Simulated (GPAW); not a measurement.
The system is GaGe3.

```
Ge Ga
1.0
     4.27847    0.00000    0.00000
     0.00000    4.27847    0.00000
     0.00000    0.00000    4.27847
Ge Ga
3 1
Direct
  0.50000 0.50000 0.00000
  0.50000 0.00000 0.50000
  0.00000 0.50000 0.50000
  0.00000 0.00000 0.00000
```

The cell comes from a database or a generator and needn't be the stable form of this composition.

- Program: GPAW 26.7.0
- Task: relaxation of cell and atoms
- Functional: PBEsol
- Dispersion: D3
- Potentials or basis: PAW data sets generated in the run's folder for this functional
- Cutoff: 600 eV
- Basis: pw
- k mesh: 6 × 6 × 6
- Occupations: fermi-dirac, width 0.05 eV
- Spin: no spin polarisation

At the start: pressure -5.0 GPa; volume 19.58 Å³/atom.

How do energy, volume and symmetry change on relaxing?

Over 4 steps the energy falls by 26.7 meV/atom and the volume is 17.98 Å³/atom (-8.1 %); space group Pm-3m (No. 221, to 0.05 Å).

Step by step:
| step | energy change (eV) | largest force (eV/Å) | pressure (GPa) | volume (Å³) |
| --- | --- | --- | --- | --- |
| 1 | 0.0000 | 0.0000 | -5.01 | 78.32 |
| 2 | -0.0153 | 0.0000 | -4.69 | 77.81 |
| 3 | -0.1048 | 0.0000 | 0.71 | 71.17 |
| 4 | -0.1066 | 0.0000 | -0.06 | 71.94 |

Final structure:
```
Ge Ga
1.0
     4.15895    0.00000    0.00000
     0.00000    4.15895    0.00000
     0.00000    0.00000    4.15895
Ge Ga
3 1
Direct
  0.50000 0.50000 0.00000
  0.50000 0.00000 0.50000
  0.00000 0.50000 0.50000
  0.00000 0.00000 0.00000
```

Caveat: later steps reuse the first step's grids; pairwise dispersion overbinds metals, which lowers pressure and volume.
